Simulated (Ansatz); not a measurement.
# BaLa2In2O7: the cost of one run

Program: Ansatz 0.2.0. Level of theory: DFT PBEsol, scalar-relativistic, plane waves, PAW. These are calculated values, not measurements.

### Step 1. The starting structure

The structure is tetragonal, space group P4_2/mnm (No. 136). Conventional cell: a = 5.923 Å, b = 5.923 Å, c = 20.625 Å, α = 90.00°, β = 90.00°, γ = 90.00°. Around Ba (site symmetry m2m) lie 4 O at 2.72 to 2.75 Å. La (site symmetry m) has 6 O at 2.30 to 2.56 Å in its first shell of neighbours. In (site symmetry m) is surrounded by 6 O at 2.11 to 2.33 Å. O (site symmetry 2mm) is surrounded by 2 In at 2.14 Å and 2 La at 2.53 Å. Around O (site symmetry m) lie 3 La at 2.30 to 2.48 Å and 1 In at 2.33 Å. Around O (site symmetry 2mm) lie 2 In at 2.18 Å and 2 La at 2.71 Å and 2 Ba at 2.75 Å. O (site symmetry 2) has 2 In at 2.11 Å and 2 La at 2.56 Å in its first shell of neighbours. O (site symmetry m2m) has 2 In at 2.12 Å and 2 Ba at 2.72 Å in its first shell of neighbours.

As a file:

```xyz
48
Lattice="5.9229 0.0000 0.0000 0.0000 5.9229 0.0000 0.0000 0.0000 20.6247" Properties=species:S:1:pos:R:3 pbc="T T T"
Ba    1.5284    1.5284    0.0000
Ba    1.4330    4.4899   10.3124
Ba    4.3945    4.3945    0.0000
Ba    4.4899    1.4330   10.3124
La    1.6344    1.6344    3.8090
La    1.3271    4.5958   14.1214
La    4.2885    4.2885    3.8090
La    4.5958    1.3271   14.1214
La    4.5958    1.3271    6.5033
La    4.2885    4.2885   16.8157
La    1.3271    4.5958    6.5033
La    1.6344    1.6344   16.8157
In    1.5313    1.5313    8.2220
In    1.4301    4.4928   18.5343
In    4.3916    4.3916    8.2220
In    4.4928    1.4301   18.5343
In    4.4928    1.4301    2.0904
In    4.3916    4.3916   12.4028
In    1.4301    4.4928    2.0904
In    1.5313    1.5313   12.4028
O     0.0000    0.0000    2.7773
O     2.9615    2.9615   13.0897
O     2.9615    2.9615    7.5350
O     0.0000    0.0000   17.8474
O     1.0857    1.0857    5.9741
O     1.8757    4.0472   16.2865
O     4.8372    4.8372    5.9741
O     4.0472    1.8757   16.2865
O     4.0472    1.8757    4.3382
O     4.8372    4.8372   14.6506
O     1.8757    4.0472    4.3382
O     1.0857    1.0857   14.6506
O     0.0000    0.0000    8.4575
O     2.9615    2.9615   18.7699
O     2.9615    2.9615    1.8549
O     0.0000    0.0000   12.1672
O     0.0000    2.9615    2.3515
O     0.0000    2.9615   12.6639
O     2.9615    0.0000    7.9608
O     2.9615    0.0000   18.2732
O     0.0000    2.9615   18.2732
O     0.0000    2.9615    7.9608
O     2.9615    0.0000   12.6639
O     2.9615    0.0000    2.3515
O     4.7550    1.1679    0.0000
O     1.7935    1.7935   10.3124
O     1.1679    4.7550    0.0000
O     4.1294    4.1294   10.3124
```

It is the result of an earlier relaxation at this level (volume 15.07 Å³/atom; gap on the mesh: 2.63 eV).

### Step 2. Bands, states and charges

File input.yaml:

```yaml
crystal:
  lattice:
    - [5.9229009239, 0.0, 0.0]
    - [0.0, 5.9229009239, 0.0]
    - [0.0, 0.0, 20.6247197493]
  atoms:
    - { symbol: Ba, position: [0.2580549751, 0.2580549751, 0.0] }
    - { symbol: Ba, position: [0.2419450249, 0.7580549751, 0.5] }
    - { symbol: Ba, position: [0.7419450249, 0.7419450249, 0.0] }
    - { symbol: Ba, position: [0.7580549751, 0.2419450249, 0.5] }
    - { symbol: La, position: [0.2759410431, 0.2759410431, 0.1846829424] }
    - { symbol: La, position: [0.2240589569, 0.7759410431, 0.6846829424] }
    - { symbol: La, position: [0.7240589569, 0.7240589569, 0.1846829424] }
    - { symbol: La, position: [0.7759410431, 0.2240589569, 0.6846829424] }
    - { symbol: La, position: [0.7759410431, 0.2240589569, 0.3153170576] }
    - { symbol: La, position: [0.7240589569, 0.7240589569, 0.8153170576] }
    - { symbol: La, position: [0.2240589569, 0.7759410431, 0.3153170576] }
    - { symbol: La, position: [0.2759410431, 0.2759410431, 0.8153170576] }
    - { symbol: In, position: [0.2585471654, 0.2585471654, 0.3986463023] }
    - { symbol: In, position: [0.2414528346, 0.7585471654, 0.8986463023] }
    - { symbol: In, position: [0.7414528346, 0.7414528346, 0.3986463023] }
    - { symbol: In, position: [0.7585471654, 0.2414528346, 0.8986463023] }
    - { symbol: In, position: [0.7585471654, 0.2414528346, 0.1013536977] }
    - { symbol: In, position: [0.7414528346, 0.7414528346, 0.6013536977] }
    - { symbol: In, position: [0.2414528346, 0.7585471654, 0.1013536977] }
    - { symbol: In, position: [0.2585471654, 0.2585471654, 0.6013536977] }
    - { symbol: O, position: [0.0, 0.0, 0.1346609155] }
    - { symbol: O, position: [0.5, 0.5, 0.6346609155] }
    - { symbol: O, position: [0.5, 0.5, 0.3653390845] }
    - { symbol: O, position: [0.0, 0.0, 0.8653390845] }
    - { symbol: O, position: [0.183308357, 0.183308357, 0.289659228] }
    - { symbol: O, position: [0.316691643, 0.683308357, 0.789659228] }
    - { symbol: O, position: [0.816691643, 0.816691643, 0.289659228] }
    - { symbol: O, position: [0.683308357, 0.316691643, 0.789659228] }
    - { symbol: O, position: [0.683308357, 0.316691643, 0.210340772] }
    - { symbol: O, position: [0.816691643, 0.816691643, 0.710340772] }
    - { symbol: O, position: [0.316691643, 0.683308357, 0.210340772] }
    - { symbol: O, position: [0.183308357, 0.183308357, 0.710340772] }
    - { symbol: O, position: [0.0, 0.0, 0.4100662063] }
    - { symbol: O, position: [0.5, 0.5, 0.9100662063] }
    - { symbol: O, position: [0.5, 0.5, 0.0899337937] }
    - { symbol: O, position: [0.0, 0.0, 0.5899337937] }
    - { symbol: O, position: [0.0, 0.5, 0.1140159736] }
    - { symbol: O, position: [0.0, 0.5, 0.6140159736] }
    - { symbol: O, position: [0.5, 0.0, 0.3859840264] }
    - { symbol: O, position: [0.5, 0.0, 0.8859840264] }
    - { symbol: O, position: [0.0, 0.5, 0.8859840264] }
    - { symbol: O, position: [0.0, 0.5, 0.3859840264] }
    - { symbol: O, position: [0.5, 0.0, 0.6140159736] }
    - { symbol: O, position: [0.5, 0.0, 0.1140159736] }
    - { symbol: O, position: [0.8028078158, 0.1971921842, 0.0] }
    - { symbol: O, position: [0.3028078158, 0.3028078158, 0.5] }
    - { symbol: O, position: [0.1971921842, 0.8028078158, 0.0] }
    - { symbol: O, position: [0.6971921842, 0.6971921842, 0.5] }
basis:
  ecutwfc: 420
kpoints:
  mp_grid: { grid: [4, 4, 2] }
  band_path:
    path:
      - [[0.0, 0.0, 0.0], [0.0, 0.5, 0.0], [0.5, 0.5, 0.0], [0.0, 0.0, 0.0], [0.0, 0.0, 0.5], [0.0, 0.5, 0.5], [0.5, 0.5, 0.5], [0.0, 0.0, 0.5]]
      - [[0.0, 0.5, 0.0], [0.0, 0.5, 0.5]]
      - [[0.5, 0.5, 0.0], [0.5, 0.5, 0.5]]
    npoints: 10
hamiltonian:
  xc: pbesol
scf:
  occupations: { method: gaussian, width: 0.02 }
  n_extra_bands: 120
output:
  forces: true
  stress: true
  eigenvalues: true
  populations: true
  dos: { projected: true, de: 0.02, nscf_kmesh: { grid: [6, 6, 3] } }
  bader: false
  write_density: true
  write_potential: true
  elf: true
  volumetric_format: npy
```

Run with:

```sh
$ ansatz run input.yaml --threads 8 --pin off --max-ram 22528MiB --backend cpu --events-out ev --progress --plain --runs-dir out
```

What time and memory should one allow on 8 threads of Intel Xeon at 2.50GHz (Skylake/Cascade Lake), shared host?

About 6.3 min, with a peak of 16 GiB.
